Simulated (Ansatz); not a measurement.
# BGaH₆N₂S: small, medium and large basis sets

An exercise on one series of results from a longer session: the logs are not shown, and one member is left open.

Computed with Ansatz 0.2.0, Gaussian basis. Level: one geometry, several basis sets.

Plan: PBE0-D4/def2-SVP; ωB97M-V/def2-SVP; PBE0-D4/def2-QZVPP; ωB97M-V/def2-QZVPP; the functionals' def2-TZVPP values are taken from earlier runs.

**The geometry**

The geometry comes from an earlier relaxation with PBE0-D4 in a triple-zeta def2 set; it is a stationary point, not always the lowest conformer.

SMILES `[NH2][GaH][B](N)S`, 11 atoms, charge 0, spin multiplicity 1.

Atoms are counted from 1 here; the program's logs count them from 0.

Bond lengths: N1–Ga2 1.822 Å, N1–H6 1.006 Å, N1–H7 1.006 Å, Ga2–B3 2.090 Å, Ga2–H8 1.576 Å, B3–N4 1.396 Å, B3–S5 1.822 Å, N4–H9 1.008 Å, N4–H10 1.005 Å, S5–H11 1.339 Å. Angles: Ga2–N1–H6 125.5°, Ga2–N1–H7 123.4°, H6–N1–H7 111.2°, N1–Ga2–B3 120.0°, N1–Ga2–H8 112.7°, B3–Ga2–H8 127.3°, Ga2–B3–N4 120.2°, Ga2–B3–S5 122.9°, N4–B3–S5 117.0°, B3–N4–H9 124.3°, B3–N4–H10 122.4°, H9–N4–H10 113.3°, B3–S5–H11 97.9°.

Coordinates:

```xyz
11
BGaH6N2S
N    -0.8706    2.1451   -0.3474
Ga    0.2967    0.8034   -0.7435
B     0.2298   -0.9896    0.3288
N     1.1273   -2.0177    0.0340
S    -0.9686   -1.2977    1.6663
H    -1.5761    2.1122    0.3688
H    -0.8834    3.0280   -0.8296
H     1.2773    1.1781   -1.9194
H     1.1497   -2.9057    0.5111
H     1.8220   -1.9361   -0.6874
H    -1.6040   -0.1201    1.6183
```

The first run:

in.yaml

```yaml
crystal:
  periodic: [false, false, false]
  atoms:
    - {symbol: N, position_ang: [-0.870621, 2.145143, -0.347387]}
    - {symbol: Ga, position_ang: [0.296679, 0.803364, -0.743466]}
    - {symbol: B, position_ang: [0.229756, -0.989582, 0.328817]}
    - {symbol: N, position_ang: [1.127294, -2.017703, 0.034028]}
    - {symbol: S, position_ang: [-0.968649, -1.297669, 1.666267]}
    - {symbol: H, position_ang: [-1.576082, 2.112235, 0.368809]}
    - {symbol: H, position_ang: [-0.883387, 3.027996, -0.829618]}
    - {symbol: H, position_ang: [1.277318, 1.178088, -1.919421]}
    - {symbol: H, position_ang: [1.149724, -2.905716, 0.511071]}
    - {symbol: H, position_ang: [1.822011, -1.936065, -0.687433]}
    - {symbol: H, position_ang: [-1.604032, -0.120081, 1.618343]}
basis:
  gaussian: {orbitals: def2-SVP}
hamiltonian: {xc: pbe0, dispersion: d4}
output: {orbitals: {seedname: orbitals}}
```

Run with:

```console
$ ansatz run in.yaml --threads 4 --pin off --events-out ev --progress --plain --max-ram 10444MiB
```

Steps of the session up to this table: PBE0-D4 in def2-SVP; ωB97M-V in def2-SVP; PBE0-D4 in def2-QZVPP; ωB97M-V in def2-QZVPP.

One table of the session follows, with a row left open; its other results are not shown here.

It belongs to the step «Functionals by basis». 

```
functional       basis  HOMO (eV)
   PBE0-D4    def2-SVP      -6.97
   PBE0-D4  def2-TZVPP      -7.14
   PBE0-D4  def2-QZVPP      -7.18
   ωB97M-V    def2-SVP          ?
   ωB97M-V  def2-TZVPP      -9.24
   ωB97M-V  def2-QZVPP      -9.29
```

Estimate the missing values for ωB97M-V, def2-SVP.

The run gave: HOMO (eV): -9.06. In the column «HOMO (eV)» it lies between ωB97M-V, def2-TZVPP (-9.24) and PBE0-D4, def2-QZVPP (-7.18).
